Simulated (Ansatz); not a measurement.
**BeH3+ (singlet): from Hartree-Fock to the top rungs at scale of all distances = 1.115, cc-pVTZ**

One table from this session's results is given with a row withheld; the runs are named, their logs left out.

Program: Ansatz 0.2.0, Gaussian basis. Level of theory: cc-pVTZ, core rule «outside noble gas», up to 1 orbitals frozen. These are calculated values, not measurements.

The runs, in order: UHF; CCSD(T) on RHF; BCCD(T) on RHF; CCSDT(Q) on RHF; CASSCF and NEVPT2, 2 electrons in 2 orbitals; Full CI.

23 further runs of the same task are left out: 10 for a known fault of the program, 10 that didn't finish, 3 set aside as unsound or not needed. Runs told in other sessions of the task aren't counted.

### The geometry

The geometry derives from a PBE0/def2-TZVP stationary point (not a proven minimum). All distances are scaled together.

4 atoms, charge 1, spin multiplicity 1.

Atoms are counted from 1 here; the program's logs count them from 0.

Bond lengths: Be1–H3 1.467 Å.

Set-up of the first run:

in.yaml

```yaml
crystal:
  periodic: [false, false, false]
  atoms:
    - {symbol: Be, position_ang: [0.000000, 0.000000, 0.182701]}
    - {symbol: H, position_ang: [0.000000, 0.435256, -1.641577]}
    - {symbol: H, position_ang: [0.000000, 0.000000, 1.649593]}
    - {symbol: H, position_ang: [0.000000, -0.435256, -1.641577]}
basis:
  gaussian: {orbitals: cc-pVTZ}
total_charge: 1
magnetization: {spin_polarized: true, initial_magnetization: 0}
hamiltonian: {xc: hf}
output: {orbitals: {seedname: orbitals}}
```

Command:

```bash
ansatz run in.yaml --threads 1 --pin off --events-out ev --progress --plain --max-ram 2393MiB
```

Steps of the session up to this table: UHF; CCSD(T) on RHF; BCCD(T) on RHF; CCSDT(Q) on RHF; CASSCF and NEVPT2, 2 electrons in 2 orbitals; Full CI.

One table of the session follows, with a row left open; its other results are not shown here.

```
     method  from FCI (kJ/mol)
        RHF             +213.6
       RMP2              +46.9
      RCCSD                  ?
   RCCSD(T)               +0.2
    BCCD(T)               +0.2
     RCCSDT                0.0
  RCCSDT(Q)                0.0
CASSCF pair             +161.7
NEVPT2 pair              +43.4
        FCI                  0
```

Estimate the missing values for RCCSD.

The run gave: from FCI (kJ/mol): +1.2. In the column «from FCI (kJ/mol)» it lies between BCCD(T) (+0.2) and NEVPT2 pair (+43.4).
